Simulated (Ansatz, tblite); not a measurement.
# The cluster Li5Al5+: one state, many levels

One table from this session's results is given with a row withheld; the runs are named, their logs left out.

Method: as each input shows; program: Ansatz 0.2.0, Gaussian basis.

Plan: GFN1-xTB, GFN2-xTB, PBE-D4/def2-TZVP, r2SCAN-D4/def2-TZVP, LDA/def2-TZVP, PBE-QIDH/def2-TZVP, PBE-D4/def2-SVP, PBE0-D4/def2-SVP, HF/STO-3G, CCSD(T)/def2-SVP, MP2/def2-TZVP.

7 further runs of the same task are left out: 5 that didn't finish, 2 set aside as unsound or not needed. Runs told in other sessions of the task aren't counted.

## The geometry

The doublet was relaxed beforehand with PBE0-D4/def2-SVP. At that level it is the lowest of the isomers that a small search found.

10 atoms, charge 1, spin multiplicity 2.

Bond lengths: Li1–Al8 2.767 Å, Li1–Al9 2.826 Å, Li1–Al10 2.827 Å, Li2–Al6 2.826 Å, Li2–Al7 2.827 Å, Li2–Al8 2.766 Å, Li3–Al6 2.827 Å, Li3–Al8 2.766 Å, Li3–Al9 2.827 Å, Li4–Al6 2.822 Å, Li4–Al7 2.818 Å, Li4–Al9 2.822 Å, Li4–Al10 2.819 Å, Li5–Al7 2.826 Å, Li5–Al8 2.766 Å, Li5–Al10 2.826 Å, Al6–Al7 2.598 Å and more. Angles: Al8–Li1–Al9 59.1°, Al8–Li1–Al10 59.1°, Al9–Li1–Al10 54.7°, Al6–Li2–Al7 54.7°, Al6–Li2–Al8 59.0°, Al7–Li2–Al8 59.1°, Al6–Li3–Al8 59.0°, Al6–Li3–Al9 54.7°, Al8–Li3–Al9 59.1°, Al6–Li4–Al7 54.9°, Al6–Li4–Al9 54.8°, Al6–Li4–Al10 81.3°, Al7–Li4–Al9 81.3°, Al7–Li4–Al10 54.9°, Al9–Li4–Al10 54.8°, Al7–Li5–Al8 59.1°, Al7–Li5–Al10 54.7°, Al8–Li5–Al10 59.1° and more.

As a file:

```
Li    1.1519    2.0618   -1.8950
Li   -1.4098    0.2607    2.6670
Li   -2.5632    1.3243   -0.9205
Li    0.3121   -2.7812   -0.9220
Li    2.3025    0.9987    1.6907
Al   -1.6601   -1.1067    0.2060
Al    0.6263   -1.2618    1.4302
Al   -0.1330    1.1808    0.3917
Al   -0.4559   -0.2625   -1.9374
Al    1.8291   -0.4142   -0.7106
```

The ion is computed in the gas phase, without counter-ions or solvent.

PBE0-D4/def2-TZVP was run before; its log isn't repeated, and its numbers join the tables.

Set-up of the first run:

Tight binding, by tblite at 300 K electronic temperature and without a spin-polarisation term:

```python
tblite.interface.Calculator('GFN1-xTB', numbers, positions, charge=1, uhf=1).singlepoint()
```

Tight binding, by tblite at 300 K electronic temperature and without a spin-polarisation term:

```python
tblite.interface.Calculator('GFN2-xTB', numbers, positions, charge=1, uhf=1).singlepoint()
```

start.molden holds the orbitals of an earlier run on this state, given as this run's starting guess.

Contents of in.yaml:

```yaml
crystal:
  periodic: [false, false, false]
  atoms:
    - {symbol: Li, position_ang: [1.151927, 2.061777, -1.895033]}
    - {symbol: Li, position_ang: [-1.409775, 0.260677, 2.666973]}
    - {symbol: Li, position_ang: [-2.563212, 1.324273, -0.920507]}
    - {symbol: Li, position_ang: [0.312150, -2.781179, -0.922005]}
    - {symbol: Li, position_ang: [2.302523, 0.998683, 1.690711]}
    - {symbol: Al, position_ang: [-1.660126, -1.106654, 0.205952]}
    - {symbol: Al, position_ang: [0.626307, -1.261761, 1.430162]}
    - {symbol: Al, position_ang: [-0.133027, 1.180826, 0.391741]}
    - {symbol: Al, position_ang: [-0.455857, -0.262485, -1.937370]}
    - {symbol: Al, position_ang: [1.829091, -0.414158, -0.710625]}
basis:
  gaussian: {orbitals: def2-TZVP, initial_orbitals: start.molden}
total_charge: 1
magnetization: {spin_polarized: true, initial_magnetization: 1}
hamiltonian: {xc: pbe, dispersion: d4}
scf: {omitted_lower_state_checks: [starts]}
output: {forces: true, orbitals: {seedname: orbitals}}
```

Launch:

```
$ ansatz run in.yaml --threads 4 --pin off --events-out ev --progress --plain --max-ram 4787MiB
```

Steps of the session up to this table: PBE-D4/def2-TZVP; r2SCAN-D4/def2-TZVP; LDA/def2-TZVP; PBE-QIDH/def2-TZVP; PBE-D4/def2-SVP; PBE0-D4/def2-SVP; HF/STO-3G; CCSD(T)/def2-SVP; MP2/def2-TZVP.

One table of the session follows, with a row left open; its other results are not shown here.

| level | HOMO (eV) | LUMO (eV) | gap (eV) |
| --- | --- | --- | --- |
| HF/STO-3G | -7.21 | -1.79 | 5.42 |
| LDA/def2-TZVP | ? | ? | ? |
| PBE-D4/def2-SVP | -7.21 | -6.68 | 0.53 |
| PBE-D4/def2-TZVP | -7.13 | -6.61 | 0.52 |
| r2SCAN-D4/def2-TZVP | -7.18 | -6.37 | 0.81 |
| PBE0-D4/def2-SVP | -7.82 | -6.06 | 1.76 |
| PBE0-D4/def2-TZVP | -7.73 | -5.98 | 1.75 |

**Question.** Estimate the row for LDA/def2-TZVP.

As computed: HOMO (eV): -7.21; LUMO (eV): -6.82; gap (eV): 0.39.

To keep in mind: Doubts: large T1 diagnostic, spin contamination. Notes on CCSD(T)/def2-SVP: large T1 diagnostic, spin contamination.
